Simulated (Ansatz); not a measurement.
**CH₆AuNO: one species, many methods**

An exercise on one series of results from a longer session: the logs are not shown, and one member is left open.

Program: Ansatz 0.2.0, Gaussian basis. Level of theory: functionals in def2-TZVPP, the program's frozen cores in correlated methods. These are calculated values, not measurements.

Levels to be run: LDA (SPW92), PBE-D4, revPBE-D4, BLYP-D4, r2SCAN-D4, B97M-V, PBE0-D4, B3LYP-D4, r2SCANh-D4, r2SCAN0-D4, HSE06-D4, BHLYP-D4, CAM-B3LYP-D4, LC-ωPBE, ωB97X-V, ωB97M-V, B2PLYP, PBE-QIDH; CCSD(T)/def2-SVP; CCSD(T)/def2-TZVPP; MP2/def2-QZVPP; extrapolation to the limit; RPA on PBE.

## Structure used throughout

An earlier PBE0-D4 in a triple-zeta def2 set relaxation fixed the geometry. Au takes the def2 core potential; no spin-orbit term is included.

SMILES `C[O][Au-][NH3+]`, 10 atoms, charge 0, spin multiplicity 1.

Atoms are counted from 1 here; the program's logs count them from 0.

Bond lengths: C1–O2 1.394 Å, C1–H5 1.102 Å, C1–H6 1.102 Å, C1–H7 1.099 Å, O2–Au3 1.950 Å, Au3–N4 2.072 Å, N4–H8 1.015 Å, N4–H9 1.015 Å, N4–H10 1.015 Å. Angles: O2–C1–H5 113.5°, O2–C1–H6 113.5°, O2–C1–H7 108.1°, H5–C1–H6 107.2°, H5–C1–H7 107.0°, H6–C1–H7 107.1°, C1–O2–Au3 118.0°, O2–Au3–N4 176.4°, Au3–N4–H8 111.2°, Au3–N4–H9 110.7°, Au3–N4–H10 110.9°, H8–N4–H9 107.9°, H8–N4–H10 108.0°, H9–N4–H10 107.9°.

Coordinates:

```xyz
10

C    -0.38278    1.78087   -1.47496
O     0.72881    1.27433   -0.80393
Au    0.47593   -0.28438    0.34012
N     0.33346   -1.93540    1.58368
H    -0.83791    1.06371   -2.17630
H    -1.18131    2.13053   -0.80161
H    -0.05760    2.64791   -2.06669
H     0.41434   -1.66880    2.55960
H    -0.55939   -2.40137    1.46017
H     1.06644   -2.60739    1.37993
```

The first run:

in.yaml reads:

```yaml
crystal:
  periodic: [false, false, false]
  atoms:
    - {symbol: C, position_ang: [-0.382785, 1.780871, -1.474963]}
    - {symbol: O, position_ang: [0.728810, 1.274329, -0.803927]}
    - {symbol: Au, position_ang: [0.475934, -0.284385, 0.340120]}
    - {symbol: N, position_ang: [0.333460, -1.935397, 1.583680]}
    - {symbol: H, position_ang: [-0.837910, 1.063708, -2.176299]}
    - {symbol: H, position_ang: [-1.181315, 2.130530, -0.801610]}
    - {symbol: H, position_ang: [-0.057597, 2.647911, -2.066686]}
    - {symbol: H, position_ang: [0.414339, -1.668804, 2.559602]}
    - {symbol: H, position_ang: [-0.559391, -2.401373, 1.460169]}
    - {symbol: H, position_ang: [1.066444, -2.607390, 1.379925]}
basis:
  gaussian: {orbitals: def2-TZVPP}
hamiltonian: {xc: lda}
output: {orbitals: {seedname: orbitals}}
```

Started as:

```
$ ansatz run in.yaml --threads 4 --pin off --events-out ev --progress --plain --max-ram 10444MiB
```

Steps of the session up to this table: LDA; PBE-D4 (GGA); revPBE-D4 (GGA); BLYP-D4 (GGA); r2SCAN-D4 (meta-GGA); B97M-V (meta-GGA); B3LYP-D4 (hybrid); r2SCANh-D4 (hybrid); r2SCAN0-D4 (hybrid); HSE06-D4 (hybrid); BHLYP-D4 (hybrid); CAM-B3LYP-D4 (range-separated); LC-ωPBE (range-separated); ωB97X-V (range-separated); ωB97M-V (range-separated); B2PLYP (double hybrid); PBE-QIDH (double hybrid).

One table of the session follows, with a row left open; its other results are not shown here.

It belongs to the step «Orbital energies across the functionals». 

```
  functional  HOMO (eV)  gap (eV)
 LDA (SPW92)      -4.44      2.96
      PBE-D4      -4.27      2.89
   revPBE-D4      -4.20      2.87
     BLYP-D4      -4.19      2.78
   r2SCAN-D4      -4.49      3.67
      B97M-V      -4.60      3.36
     PBE0-D4      -5.68      5.10
    B3LYP-D4      -5.48      4.55
  r2SCANh-D4      -5.03      4.47
  r2SCAN0-D4      -5.86      5.67
    HSE06-D4      -5.28      4.33
    BHLYP-D4          ?         ?
CAM-B3LYP-D4      -7.07      7.24
     LC-ωPBE      -8.27      9.72
     ωB97X-V      -8.02      9.28
     ωB97M-V      -8.01      8.82
```

**Question.** Estimate the row for BHLYP-D4.

Worked estimate for «HOMO (eV)». Against the share of exact exchange, BLYP-D4 (0, -4.19), B3LYP-D4 (0.2, -5.48) give a slope of -6.45 per unit share; at 0.5 the line stands at -7.41.

The run gave: HOMO (eV): -7.08; gap (eV): 7.08. In «HOMO (eV)» the line misses by -0.33.
